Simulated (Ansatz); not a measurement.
# C2H3BS (SMILES BC#CS): one structure at several levels

One table from this session's results is given with a row withheld; the runs are named, their logs left out.

The runs use Ansatz 0.2.0, Gaussian basis; single points in def2-TZVPP.

Cores are frozen in the correlated methods.

**Starting geometry**

SMILES `BC#CS`, 7 atoms, charge 0, spin multiplicity 1.

Atoms are counted from 1 here; the program's logs count them from 0.

Bond lengths: B1–C2 1.474 Å, B1–H5 1.153 Å, B1–H6 1.218 Å, C2–C3 1.169 Å, C3–S4 1.707 Å, S4–H7 1.388 Å. Angles: C2–B1–H5 119.4°, C2–B1–H6 118.0°, H5–B1–H6 122.6°, B1–C2–C3 175.8°, C2–C3–S4 173.9°, C3–S4–H7 98.2°.

As a file:

```
atom     x (Å)     y (Å)     z (Å)
  B1  -0.57090   1.58760   0.28860
  C2  -0.16180   0.17640   0.17130
  C3   0.24350  -0.91560   0.07230
  S4   0.67340  -2.56550  -0.01560
  H5  -0.26520   2.33540  -0.53440
  H6  -1.26240   1.90580   1.23930
  H7   1.39290  -2.51870  -1.20120
```

Set-up of the first run:

Contents of run/in.yaml:

```yaml
crystal:
  periodic: [false, false, false]
  atoms:
    - {symbol: B, position_ang: [-0.570900, 1.587600, 0.288600]}
    - {symbol: C, position_ang: [-0.161800, 0.176400, 0.171300]}
    - {symbol: C, position_ang: [0.243500, -0.915600, 0.072300]}
    - {symbol: S, position_ang: [0.673400, -2.565500, -0.015600]}
    - {symbol: H, position_ang: [-0.265200, 2.335400, -0.534400]}
    - {symbol: H, position_ang: [-1.262400, 1.905800, 1.239300]}
    - {symbol: H, position_ang: [1.392900, -2.518700, -1.201200]}
basis:
  gaussian: {orbitals: def2-TZVPP}
correlation: {method: ccsd_t}
output: {forces: true}
```

No record of the launch command was kept for these runs.

Among the steps run: CCSD(T)/def2-TZVPP; PBE0-D4/def2-TZVPP; wB97M-V/def2-TZVPP; r2SCAN-D4/def2-TZVPP; PBE-D4/def2-TZVPP; SPW92/def2-TZVPP; CAM-B3LYP-D4/def2-TZVPP.

One table of the session follows, with a row left open; its other results are not shown here.

```
      method  RMS force component (eV/Å)  angle to CCSD(T) forces (°)  dipole (D)
     CCSD(T)                       2.090                    reference        1.64
     PBE0-D4                       2.026                          5.8        1.82
     wB97M-V                       1.796                          3.6        1.68
   r2SCAN-D4                       2.182                          6.4        1.94
      PBE-D4                       2.359                          7.2        2.07
       SPW92                           ?                            ?           ?
CAM-B3LYP-D4                       1.746                          5.8        1.69
```

Estimate the missing values for SPW92.

The run gave: RMS force component (eV/Å): 2.358; angle to CCSD(T) forces (°): 10.4; dipole (D): 2.16. In the column «RMS force component (eV/Å)» it lies between r2SCAN-D4 (2.182) and PBE-D4 (2.359).
